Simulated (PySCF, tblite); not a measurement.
**Al₂F₅H₂Si radical, a small gas-phase stand-in for a defect centre (aluminium fluoride dimer): EPR parameters**

What EPR parameters should one expect for `[F][Al-]1([F])[F+][Al-]([F])([SiH2])[F+]1`? It is drawn as: silyl radical.

Programs: tblite 0.8.0 and PySCF 2.14.0. All values are calculated, for the isolated system unless a continuum is named. Atoms count from 0, parts from 1.

## 1. The system as given

10 atoms, charge 0, multiplicity 2; geometry: distance geometry start.

## 2. Geometry optimisation with GFN1-xTB

Job settings and geometry (Å):

```
{"job": {"kind": "relax", "xc": "GFN1-xTB", "basis": "xTB"}, "charge": 0, "multiplicity": 2}
F      3.411619     0.237484    -1.175646
Al     3.102088     1.273809     0.193928
F      4.226062     2.609568     0.486810
F      1.337412     1.786083     0.323544
Al     0.900592     0.876368     1.849448
F      0.592410     1.898511     3.215552
Si    -0.522473    -0.870703     1.467002
F      2.674965     0.382114     1.692145
H     -1.563664    -0.662009     0.517135
H      0.006717    -2.194449     1.546887
```

With the program's defaults for keys left out, this is: GFN1-xTB geometry optimisation, gas phase.

Run with:

```
$ OMP_NUM_THREADS=1 python cluster_run.py task.json out
```

This one command runs all jobs of the session in turn.

**Question.** The jobs that follow are: PBE0-D3(BJ)/def2-SVP geometry optimisation, gas phase; UKS B3LYP, IGLO-III on Al F Si, pcH-1 on H, non-relativistic, mean-field spin-orbit, GIAO; UKS BHandHLYP, IGLO-III on Al F Si, pcH-1 on H, non-relativistic, mean-field spin-orbit, GIAO. Predict: point group; rotational constants (main isotopes); g(iso) (B3LYP); ⟨S²⟩; largest a(iso); potential on the surface of density 0.002 e/bohr³, 1st and 99th percentile.

**Answer**, as computed:

| quantity | value |
| --- | --- |
| point group | C1 |
| rotational constants (main isotopes) | 1.87, 0.77, 0.61 GHz |
| g(iso) (B3LYP) | 2.00418 |
| ⟨S²⟩ | 0.754 (exact 0.75) |
| largest a(iso) | 29Si on Si6, -290.9 MHz |
| potential on the surface of density 0.002 e/bohr³, 1st and 99th percentile | -1.04 V and 2.99 V |

**Reading.** The start of the PBE0/def2-SVP relaxation was shaken at random by about 0.01 Å, so part of the energy gained, and of the first lengths quoted, undoes that. Relaxing lowered the energy by 0.523 eV in 12 steps; the close pair that moved most is Al1–F3, from 1.714 to 1.801 Å (PBE0/def2-SVP). Si6 carries the largest spin population, 0.98 e. The isotropic g lies 1.9 ppt above the free-electron value. The coupling of 29Si on Si6 runs from -321.6 (BHandHLYP/IGLO-III+pcH-1) to -290.9 MHz (B3LYP/IGLO-III+pcH-1).
